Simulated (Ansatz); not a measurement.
**Ga2PN: the cell at several levels of theory**

Cell and atoms of an ordered 8-atom cell of Ga2PN on the zincblende lattice (P-4m2) are relaxed in turn with PBE and r2SCAN. This is a trial cell built on a prototype, not taken from a measured structure, and it needn't be the compound's ground state.

Program: Ansatz 0.2.0. PAW datasets, plane waves, zero pressure. Values at 0 K without nuclear motion; spin polarisation is off, and the phase may be a hypothetical one.

## Step 1: Starting point

This is the cell as the run starts from it, not yet at rest; its lengths are not the crystal's.

The symmetry is P-4m2 (No. 115, tetragonal); conventional cell a = 3.327 Å, c = 9.411 Å, 13.02 Å³ an atom. Around N lie 4 Ga at 2.04 Å; around Ga lie 4 N at 2.04 Å; around Ga lie 2 N at 2.04 Å and 2 P at 2.04 Å; around P lie 4 Ga at 2.04 Å; around Ga lie 4 P at 2.04 Å.

As a file:

```cif
data_structure
_symmetry_space_group_name_H-M 'P-4m2'
_symmetry_Int_Tables_number 115
_cell_length_a 3.3273
_cell_length_b 3.3273
_cell_length_c 9.4110
_cell_angle_alpha 90.000
_cell_angle_beta 90.000
_cell_angle_gamma 90.000
_cell_volume 104.19
loop_
_atom_site_label
_atom_site_type_symbol
_atom_site_symmetry_multiplicity
_atom_site_Wyckoff_symbol
_atom_site_fract_x
_atom_site_fract_y
_atom_site_fract_z
_atom_site_occupancy
N1 N 2 g 0.50000 0.00000 0.12500 1
Ga1 Ga 1 b 0.50000 0.50000 0.00000 1
Ga2 Ga 2 e 0.00000 0.00000 0.75000 1
P1 P 2 g 0.50000 0.00000 0.62500 1
Ga3 Ga 1 c 0.50000 0.50000 0.50000 1
```

## Step 2: Relaxing with PBE

Input file input.yaml:

```yaml
crystal:
  lattice:
    - [3.3273052169, 0.0, 0.0]
    - [0.0, 3.3273052169, 0.0]
    - [0.0, 0.0, 9.4110403279]
  atoms:
    - { symbol: "N", position: [0.5, 0.0, 0.125] }
    - { symbol: Ga, position: [0.5, 0.5, 0.0] }
    - { symbol: "N", position: [0.0, 0.5, 0.875] }
    - { symbol: Ga, position: [0.0, 0.0, 0.75] }
    - { symbol: P, position: [0.5, 0.0, 0.625] }
    - { symbol: Ga, position: [0.5, 0.5, 0.5] }
    - { symbol: P, position: [0.0, 0.5, 0.375] }
    - { symbol: Ga, position: [0.0, 0.0, 0.25] }
kpoints:
  mp_grid: { grid: [8, 8, 4] }
hamiltonian:
  xc: pbe
scf:
  occupations: { method: fermi_dirac, width: 0.02 }
relax:
  f_tol: 0.005
  cell: {}
```

Command:

```sh
$ ansatz run input.yaml --threads 2 --pin off --max-ram 29491MiB --backend cpu --events-out ev --progress --plain --runs-dir out
```

The log of the run:

```text
Engine: ansatz 0.2.0, x86_64-unknown-linux-gnu
Pseudopotentials: kind: paw
Pseudopotential: N, paw, valence charge 5, recommended cutoff 420 eV (normal), N.paw.azcp
Pseudopotential: Ga, paw, valence charge 13, recommended cutoff 420 eV (normal), Ga.paw.azcp
Pseudopotential: P, paw, valence charge 5, recommended cutoff 420 eV (normal), P.paw.azcp
Functional definition: PBE
  parameter kappa = 0.804
  parameter beta = 0.06672455060314922
  exchange = pbe_x(kappa = kappa, mu = beta*pi^2/3)
  correlation = pbe_c(beta = beta)
Crystal: 8 atoms, lattice volume = 104.189 Å³
Basis set: ecut = 420 eV, 2031 PW (Γ), exchange–correlation on 48×48×128 points (8 copies of the dense FFT grid, shifted against one another)
Bands: 44, of which v1, the nominal top of the filled ones, is band 36 counted from 1 (35 counted from 0)
Symmetry: 8 space group operations
Space group: P-4m2 (ITA 115), of the structure as read, at distance tolerance 4.7e-5 Å
k-points: 45 of 256 (time reversal used)
Non-local potential: N, projectors of the file, l = 0: 2, l = 1: 2, l = 2: 1
Non-local potential: Ga, projectors of the file, l = 0: 2, l = 1: 2, l = 2: 3, l = 3: 1
Non-local potential: P, projectors of the file, l = 0: 2, l = 1: 2, l = 2: 2
PAW form: soft (Blöchl's): semilocal exchange-correlation on the pseudo side does not see the compensation charge
PAW one-centre angular grid: N, 110 points (default); XC on 64 Gauss nodes
PAW one-centre angular grid: Ga, 590 points (default); XC on 64 Gauss nodes
PAW one-centre angular grid: P, 110 points (default); XC on 64 Gauss nodes
Initial density: superposition of atomic densities (neutral atoms: chi_scale 0, normalization atom), corrected by the library's trained network
Initial wavefunctions: pseudopotential atomic-orbital guess
Functional: x = pbe(κ = 0.804, μ = 0.2195149727645171), c = pbe(β = 0.06672455060314922)
SCF iter   1: F=—  HF=-17408.295722 eV  |F-HF|=—  |Δ(HF+E_count)|=         —  Δρ=2.95e-3  dr2=9.03e-3  ethr=1.77e-3  ⟨swp⟩=9.1  Hψ=9769  notcnv=0  defer=2
preconditioner: auto → Resta (q_TF=auto, 2.565 Å⁻¹)  ε∞=4.9  [insulator: Δε(μ)=1.517 eV  Ē_g=15.604 eV  σ=0.020 eV  W_gap=1.00  n_scr=26 (ndim 8)  ℏωp=30.9 eV  f_vac=0.001  D(μ)=0.00/eV (n_scr^D=0)  ε∞_Penn≈4.9]
SCF iter   2: F=—  HF=-17408.294457 eV  |F-HF|=—  |Δ(HF+E_count)|=   1.26e-3  Δρ=1.80e-3  dr2=6.48e-3  ethr=1.25e-5  ⟨swp⟩=2.8  Hψ=3808  notcnv=0  defer=144
SCF iter   3: F=—  HF=-17408.293295 eV  |F-HF|=—  |Δ(HF+E_count)|=   1.16e-3  Δρ=5.10e-4  dr2=2.67e-4  ethr=9.00e-6  ⟨swp⟩=2.2  Hψ=2504  notcnv=0  defer=144
SCF iter   4: F=—  HF=-17408.293270 eV  |F-HF|=—  |Δ(HF+E_count)|=   2.44e-5  Δρ=2.34e-4  dr2=8.19e-5  ethr=3.71e-7  ⟨swp⟩=2.0  Hψ=3399  notcnv=0  defer=144
SCF iter   5: F=—  HF=-17408.293259 eV  |F-HF|=—  |Δ(HF+E_count)|=   1.08e-5  Δρ=1.08e-4  dr2=1.11e-5  ethr=1.14e-7  ⟨swp⟩=2.0  Hψ=3464  notcnv=0  defer=144
SCF iter   6: F=—  HF=-17408.293253 eV  |F-HF|=—  |Δ(HF+E_count)|=   6.63e-6  Δρ=2.98e-5  dr2=1.31e-6  ethr=1.54e-8  ⟨swp⟩=2.0  Hψ=3496  notcnv=0  defer=144
SCF iter   7: F=—  HF=-17408.293254 eV  |F-HF|=—  |Δ(HF+E_count)|=   8.06e-7  Δρ=1.43e-5  dr2=1.39e-7  ethr=1.82e-9  ⟨swp⟩=2.0  Hψ=3519  notcnv=0  defer=144
SCF iter   8: F=-17408.293254 eV  HF=-17408.293254 eV  |F-HF|=2.26e-8  |Δ(HF+E_count)|=   2.94e-8  Δρ=4.64e-6  dr2=2.56e-8  ethr=1.39e-10  ⟨swp⟩=5.0  Hψ=8079  notcnv=0
SCF 1 converged in 8 iterations: F = -17408.293254 eV  dr2 = 2.56e-8
relax step   1: F+E_penalty+E_count = -17408.29325356 eV  Δ(F+E_penalty+E_count) = +0.000e0 eV  max|allowed force component| = 6.456e0 eV/Å  Δτ_max = 0.0000 Å  P = +43.003 GPa  Ω = 104.189 Å³  (8 SCF iters, dr2 threshold 1.00e-7 eV, accepted)
Crystal: 8 atoms, lattice volume = 116.137 Å³
Basis set: ecut = 420 eV, 2261 PW (Γ), exchange–correlation on 48×48×128 points (8 copies of the dense FFT grid, shifted against one another)
Initial density: handed on by an earlier stage of this run
Initial wavefunctions: those handed on with the density
iter 1 solved again at ethr=1.14e-3 eV; its pass at ethr=3.10e-3 eV (dr2=8.22e-1 eV) is discarded
SCF iter   1: F=—  HF=-17412.361525 eV  |F-HF|=—  |Δ(HF+E_count)|=         —  Δρ=2.44e-2  dr2=8.25e-1  ethr=1.14e-3  ⟨swp⟩=1.4  Hψ=11640  notcnv=0
preconditioner: auto → Resta (q_TF=auto, 2.519 Å⁻¹)  ε∞=4.7  [insulator: Δε(μ)=0.730 eV  Ē_g=15.288 eV  σ=0.020 eV  W_gap=1.00  n_scr=26 (ndim 8)  ℏωp=29.2 eV  f_vac=0.010  D(μ)=0.00/eV (n_scr^D=0)  ε∞_Penn≈4.7]
SCF iter   2: F=—  HF=-17412.212103 eV  |F-HF|=—  |Δ(HF+E_count)|=   1.49e-1  Δρ=1.11e-2  dr2=1.07e-1  ethr=1.14e-3  ⟨swp⟩=3.6  Hψ=3180  notcnv=0  defer=3
SCF iter   3: F=—  HF=-17412.202698 eV  |F-HF|=—  |Δ(HF+E_count)|=   9.40e-3  Δρ=3.30e-3  dr2=7.87e-3  ethr=1.49e-4  ⟨swp⟩=3.1  Hψ=4306  notcnv=0  defer=109
SCF iter   4: F=—  HF=-17412.202511 eV  |F-HF|=—  |Δ(HF+E_count)|=   1.87e-4  Δρ=1.33e-3  dr2=2.50e-3  ethr=1.09e-5  ⟨swp⟩=2.1  Hψ=3761  notcnv=0  defer=120
SCF iter   5: F=—  HF=-17412.203357 eV  |F-HF|=—  |Δ(HF+E_count)|=   8.46e-4  Δρ=4.66e-4  dr2=3.34e-4  ethr=3.47e-6  ⟨swp⟩=2.0  Hψ=3568  notcnv=0  defer=120
SCF iter   6: F=—  HF=-17412.203635 eV  |F-HF|=—  |Δ(HF+E_count)|=   2.79e-4  Δρ=1.63e-4  dr2=2.61e-5  ethr=4.65e-7  ⟨swp⟩=2.0  Hψ=3431  notcnv=0  defer=120
SCF iter   7: F=—  HF=-17412.203651 eV  |F-HF|=—  |Δ(HF+E_count)|=   1.61e-5  Δρ=6.73e-5  dr2=4.49e-6  ethr=3.63e-8  ⟨swp⟩=2.2  Hψ=3421  notcnv=0  defer=120
SCF iter   8: F=-17412.203652 eV  HF=-17412.203652 eV  |F-HF|=5.08e-7  |Δ(HF+E_count)|=   2.14e-7  Δρ=2.66e-5  dr2=5.25e-7  ethr=1.11e-9  ⟨swp⟩=5.5  Hψ=8633  notcnv=0
SCF 2 converged in 8 iterations: F = -17412.203652 eV  dr2 = 5.25e-7
relax step   2: F+E_penalty+E_count = -17412.20365208 eV  Δ(F+E_penalty+E_count) = -3.910e0 eV  max|allowed force component| = 2.354e0 eV/Å  Δτ_max = 0.1949 Å  P = +14.445 GPa  Ω = 116.137 Å³  energy of the carried Pulay correction = -1.742e-2 eV  (8 SCF iters, dr2 threshold 8.00e-7 eV, accepted)
Crystal: 8 atoms, lattice volume = 122.508 Å³
Basis set: ecut = 420 eV, 2373 PW (Γ), exchange–correlation on 48×48×128 points (8 copies of the dense FFT grid, shifted against one another)
iter 1 solved again at ethr=4.85e-4 eV; its pass at ethr=3.10e-3 eV (dr2=3.49e-1 eV) is discarded
SCF iter   1: F=—  HF=-17413.243533 eV  |F-HF|=—  |Δ(HF+E_count)|=         —  Δρ=1.99e-2  dr2=3.51e-1  ethr=4.85e-4  ⟨swp⟩=1.5  Hψ=11807  notcnv=0
preconditioner: auto → Resta (q_TF=auto, 2.497 Å⁻¹)  ε∞=4.6  [insulator: Δε(μ)=0.178 eV  Ē_g=14.939 eV  σ=0.020 eV  W_gap=0.96  n_scr=26 (ndim 8)  ℏωp=28.5 eV  f_vac=0.011  D(μ)=0.03/eV (n_scr^D=0)  ε∞_Penn≈4.6]
SCF iter   2: F=—  HF=-17413.193491 eV  |F-HF|=—  |Δ(HF+E_count)|=   5.00e-2  Δρ=9.77e-3  dr2=5.45e-2  ethr=4.85e-4  ⟨swp⟩=3.3  Hψ=2704  notcnv=0  defer=1
SCF iter   3: F=—  HF=-17413.194104 eV  |F-HF|=—  |Δ(HF+E_count)|=   6.13e-4  Δρ=2.73e-3  dr2=6.44e-3  ethr=7.56e-5  ⟨swp⟩=3.0  Hψ=4289  notcnv=0  defer=91
SCF iter   4: F=—  HF=-17413.194335 eV  |F-HF|=—  |Δ(HF+E_count)|=   2.32e-4  Δρ=9.89e-4  dr2=1.51e-3  ethr=8.95e-6  ⟨swp⟩=2.0  Hψ=3778  notcnv=0  defer=91
SCF iter   5: F=—  HF=-17413.194577 eV  |F-HF|=—  |Δ(HF+E_count)|=   2.42e-4  Δρ=3.41e-4  dr2=1.55e-4  ethr=2.10e-6  ⟨swp⟩=2.0  Hψ=3700  notcnv=0  defer=91
SCF iter   6: F=—  HF=-17413.194499 eV  |F-HF|=—  |Δ(HF+E_count)|=   7.84e-5  Δρ=1.18e-4  dr2=1.88e-5  ethr=2.16e-7  ⟨swp⟩=2.0  Hψ=3509  notcnv=0  defer=91
SCF iter   7: F=—  HF=-17413.194519 eV  |F-HF|=—  |Δ(HF+E_count)|=   1.99e-5  Δρ=5.42e-5  dr2=4.02e-6  ethr=2.62e-8  ⟨swp⟩=2.0  Hψ=3419  notcnv=0  defer=91
SCF iter   8: F=—  HF=-17413.194521 eV  |F-HF|=—  |Δ(HF+E_count)|=   2.59e-6  Δρ=3.25e-5  dr2=8.10e-7  ethr=1.11e-9  ⟨swp⟩=3.7  Hψ=9173  notcnv=0
SCF iter   9: F=-17413.194521 eV  HF=-17413.194521 eV  |F-HF|=6.97e-8  |Δ(HF+E_count)|=   2.92e-7  Δρ=7.51e-6  dr2=6.43e-8  ethr=1.11e-9  ⟨swp⟩=5.0  Hψ=8254  notcnv=0
SCF 3 converged in 9 iterations: F = -17413.194521 eV  dr2 = 6.43e-8
relax step   3: F+E_penalty+E_count = -17413.19452149 eV  Δ(F+E_penalty+E_count) = -9.909e-1 eV  max|allowed force component| = 3.767e-1 eV/Å  Δτ_max = 0.1689 Å  P = +4.001 GPa  Ω = 122.508 Å³  energy of the carried Pulay correction = -2.596e-2 eV  (9 SCF iters, dr2 threshold 8.00e-7 eV, accepted)
[... from here on, the SCF cycles and remarks between the steps are left out ...]
relax step   4: F+E_penalty+E_count = -17413.31280911 eV  Δ(F+E_penalty+E_count) = -1.183e-1 eV  max|allowed force component| = 2.400e-1 eV/Å  Δτ_max = 0.0571 Å  P = +0.408 GPa  Ω = 125.513 Å³  energy of the carried Pulay correction = -2.983e-2 eV  (7 SCF iters, dr2 threshold 8.00e-7 eV, accepted)
relax step   5: F+E_penalty+E_count = -17413.32668450 eV  Δ(F+E_penalty+E_count) = -1.388e-2 eV  max|allowed force component| = 6.031e-2 eV/Å  Δτ_max = 0.0190 Å  P = -0.018 GPa  Ω = 125.959 Å³  energy of the carried Pulay correction = -3.040e-2 eV  (6 SCF iters, dr2 threshold 8.00e-7 eV, accepted)
relax step   6: F+E_penalty+E_count = -17413.32703570 eV  Δ(F+E_penalty+E_count) = -3.512e-4 eV  max|allowed force component| = 1.298e-2 eV/Å  Δτ_max = 0.0043 Å  P = -0.017 GPa  Ω = 125.957 Å³  energy of the carried Pulay correction = -3.039e-2 eV  (6 SCF iters, dr2 threshold 2.27e-7 eV, accepted)
relax step   7: F+E_penalty+E_count = -17413.32708104 eV  Δ(F+E_penalty+E_count) = -4.533e-5 eV  max|allowed force component| = 3.761e-4 eV/Å  Δτ_max = 0.0008 Å  P = +0.001 GPa  Ω = 125.937 Å³  energy of the carried Pulay correction = -3.037e-2 eV  (6 SCF iters, dr2 threshold 1.05e-8 eV, accepted)
relax step   8: F+E_penalty+E_count = -17413.40202099 eV  Δ(F+E_penalty+E_count) = -7.494e-2 eV  max|allowed force component| = 5.265e-3 eV/Å  Δτ_max = 0.0000 Å  P = +0.767 GPa  Ω = 125.937 Å³  stress off target by 8.28e-1 GPa  SCF on the basis re-selected at this cell (its energy is not comparable with the rows above)  (8 SCF iters)
relax step   9: F+E_penalty+E_count = -17413.40204815 eV  Δ(F+E_penalty+E_count) = -2.717e-5 eV  max|allowed force component| = 4.912e-2 eV/Å  Δτ_max = 0.0063 Å  P = -0.231 GPa  Ω = 127.100 Å³  energy of the carried Pulay correction = -1.583e-3 eV  (6 SCF iters, dr2 threshold 8.00e-7 eV, accepted)
relax step  10: F+E_penalty+E_count = -17413.40297740 eV  Δ(F+E_penalty+E_count) = -9.292e-4 eV  max|allowed force component| = 1.748e-3 eV/Å  Δτ_max = 0.0053 Å  P = -0.003 GPa  Ω = 126.806 Å³  energy of the carried Pulay correction = -1.168e-3 eV  (6 SCF iters, dr2 threshold 1.51e-7 eV, accepted)
iter 1 solved again at ethr=2.31e-7 eV; its pass at ethr=3.10e-3 eV (dr2=1.66e-4 eV) is discarded
SCF iter   1: F=—  HF=-17413.403233 eV  |F-HF|=—  |Δ(HF+E_count)|=         —  Δρ=2.41e-4  dr2=1.72e-6  ethr=2.31e-7  ⟨swp⟩=3.9  Hψ=13647  notcnv=0
preconditioner: auto → Resta (q_TF=auto, 2.483 Å⁻¹)  ε∞=4.6  [insulator: Δε(μ)=0.420 eV  Ē_g=14.677 eV  σ=0.020 eV  W_gap=1.00  n_scr=30 (ndim 8)  ℏωp=28.0 eV  f_vac=0.006  D(μ)=0.00/eV (n_scr^D=0)  ε∞_Penn≈4.6]
SCF iter   2: F=—  HF=-17413.403873 eV  |F-HF|=—  |Δ(HF+E_count)|=   6.41e-4  Δρ=1.22e-4  dr2=4.42e-7  ethr=2.38e-9  ⟨swp⟩=2.1  Hψ=3363  notcnv=0
SCF iter   3: F=—  HF=-17413.404137 eV  |F-HF|=—  |Δ(HF+E_count)|=   2.64e-4  Δρ=8.21e-6  dr2=6.96e-9  ethr=6.14e-10  ⟨swp⟩=2.7  Hψ=3487  notcnv=0
SCF iter   4: F=—  HF=-17413.404138 eV  |F-HF|=—  |Δ(HF+E_count)|=   1.06e-6  Δρ=9.77e-7  dr2=7.04e-10  ethr=9.66e-12  ⟨swp⟩=2.0  Hψ=3608  notcnv=0
SCF iter   5: F=—  HF=-17413.404138 eV  |F-HF|=—  |Δ(HF+E_count)|=  2.69e-10  Δρ=3.58e-7  dr2=1.21e-10  ethr=1.00e-12  ⟨swp⟩=2.1  Hψ=3499  notcnv=0
SCF iter   6: F=-17413.404138 eV  HF=-17413.404138 eV  |F-HF|=8.73e-11  |Δ(HF+E_count)|=  3.89e-10  Δρ=1.18e-7  dr2=1.30e-11  ethr=1.00e-12  ⟨swp⟩=4.2  Hψ=7034  notcnv=0
SCF 11 converged in 6 iterations: F = -17413.404138 eV  dr2 = 1.30e-11
relax step  11: F+E_penalty+E_count = -17413.40413849 eV  Δ(F+E_penalty+E_count) = -1.161e-3 eV  max|allowed force component| = 1.734e-3 eV/Å  Δτ_max = 0.0000 Å  P = -0.004 GPa  Ω = 126.806 Å³  stress off target by 1.64e-2 GPa  SCF on the basis re-selected at this cell (its energy is not comparable with the rows above)  (6 SCF iters)
basis re-selected at this cell: Δ(F+E_penalty+E_count) = -1.161e-3 eV, ΔP = -0.001 GPa vs the last step (what re-selecting the basis moved, of the pressure what is left beyond the Pulay correction that the steps carried, after the strain that the cell walked since its last selection, with what the two solves' SCF thresholds leave and, on support functions, any second-order correction that the steps lacked; it is no measure of the basis error at this ecutwfc). This SCF's stress stands 1.64e-2 GPa from its target on what of the cell is left free (relax.cell.stress_tol is 5.00e-2 GPa) and its largest allowed force component is 1.73e-3 eV/Å (relax.f_tol is 5.00e-3 eV/Å): within both
SCF converged after 6 iterations
Free energy (F): -17413.404138 eV
Harris-Foulkes:  -17413.404138 eV  (|F-HF|=8.73e-11)
Internal energy: -17413.404138 eV  (E = F + TS)
E sigma→0 (E₀):  -17413.404138 eV
Entropy (-TS):   -0.000000 eV (-0.000 meV/atom)
Fermi energy:    8.657474 eV
--- Per-component energies (eV) ---
  E_band       = -163.552893
  E_kinetic    = 860.500266
  E_local      = -9007.535242  (includes V_loc(G=0)·N_el)
  E_nonlocal   = 1866.348481
  E_hartree    = 4166.774543
  E_xc         = -517.302589
  E_vxc        = -503.791173  (∫ρ·V_xc dr)
  E_paw        = -9356.963300  (= ΣΔE_a)
  E_vpaw       = -1712.624155  (= ΣTr[D̂ρ^β])
  E_aug_tail   = -0.000292  (compensation charges beyond the density's cutoff)
  E_ewald      = -5425.226005
  E_smearing   = -0.000000  (= −TS)
  E_closure    = -0.000000  (closes the sum)
  Σ components = -17413.404138   (vs F -17413.404138, Δ=0.00e0)
--- Forces (eV/Å), atoms counted from 1 ---
  atom   1  N     -0.00000000    -0.00000000    -0.00042238
  atom   2  Ga    -0.00000000    -0.00000000    -0.00000000
  atom   3  N     -0.00000000     0.00000000     0.00042238
  atom   4  Ga    -0.00000000    -0.00000000     0.00120422
  atom   5  P      0.00000000     0.00000000    -0.00173366
  atom   6  Ga    -0.00000000    -0.00000000    -0.00000000
  atom   7  P      0.00000000     0.00000000     0.00173366
  atom   8  Ga    -0.00000000    -0.00000000    -0.00120422
  max |Σ_I F_I| component: 8.15e-17 eV/Å
--- Stress (GPa, compression-positive) ---
        0.002382      -0.000000       0.000000
       -0.000000       0.002382       0.000000
        0.000000       0.000000      -0.016448
  P = ⅓ Tr σ = -0.0039 GPa (-0.039 kbar)
--- Relaxed structure (9 steps of the walk, 9 accepted, 2 SCFs on fresh bases) ---
  F+E_penalty+E_count = -17413.40413849 eV   max|allowed force component| = 1.734e-3 eV/Å   (the final SCF, on the basis selected at the relaxed cell)
  cell:  # Å, volume = 126.8057 Å³
    - [3.584581883713773, -8.511488273506958e-35, 3.5271607405412833e-32]
    - [5.106892964104174e-35, 3.584581883713773, 0.0]
    - [9.976317112004e-32, 0.0, 9.868740438787714]
  atoms:
    - { symbol: N, position: [0.5, 1.3363823550460978e-51, 0.09892193638733503] }
    - { symbol: Ga, position: [0.5, 0.5, 6.221088771732159e-19] }
    - { symbol: N, position: [8.015832250302008e-33, 0.5, 0.9010780636126651] }
    - { symbol: Ga, position: [1.477362290518822e-32, 0.0, 0.7961788762249051] }
    - { symbol: P, position: [0.5, 1.3363823550460974e-51, 0.6475775185946736] }
    - { symbol: Ga, position: [0.5, 0.5, 0.5] }
    - { symbol: P, position: [-1.325601413659894e-32, 0.5, 0.35242248140532645] }
    - { symbol: Ga, position: [-1.3386249930804457e-32, 6.588873714519077e-83, 0.20382112377509498] }
```

Wall time 73 s (2 threads of AMD EPYC 7R13 (Zen 3), shared host); peak memory 0.64 GiB.

Step by step:

| step | energy change (meV/atom) | largest force (eV/Å) | pressure (GPa) | volume (Å³/atom) |
| --- | --- | --- | --- | --- |
| 1 | 0.0 | 6.4558 | 43.00 | 13.024 |
| 2 | -488.8 | 2.3545 | 14.45 | 14.517 |
| 3 | -612.7 | 0.3767 | 4.00 | 15.314 |
| 4 | -627.4 | 0.2400 | 0.41 | 15.689 |
| 5 | -629.2 | 0.0603 | -0.02 | 15.745 |
| 6 | -629.2 | 0.0130 | -0.02 | 15.745 |
| 7 | -629.2 | 0.0004 | 0.00 | 15.742 |
| 8 | -638.6 | 0.0053 | 0.77 | 15.742 |
| 9 | -638.6 | 0.0491 | -0.23 | 15.888 |
| 10 | -638.7 | 0.0017 | 0.00 | 15.851 |
| 11 | -638.9 | 0.0017 | 0.00 | 15.851 |

Steps 8, 11 solve the same cell on a plane-wave basis chosen anew, so the energy can jump there without a move.

The table lists every geometry solved, with passes on a fresh basis, whose energies don't compare exactly with the rows above.

|  | before | after | change |
| --- | --- | --- | --- |
| a (Å) | 3.327 | 3.585 | +7.73 % |
| c (Å) | 9.411 | 9.869 | +4.86 % |
| volume (Å³/atom) | 13.024 | 15.851 | +21.71 % |
| shortest distance (Å) | 2.038 | 2.041 | +0.17 % |
| space group | P-4m2 | P-4m2 | same |

[end of part 1 of 2]
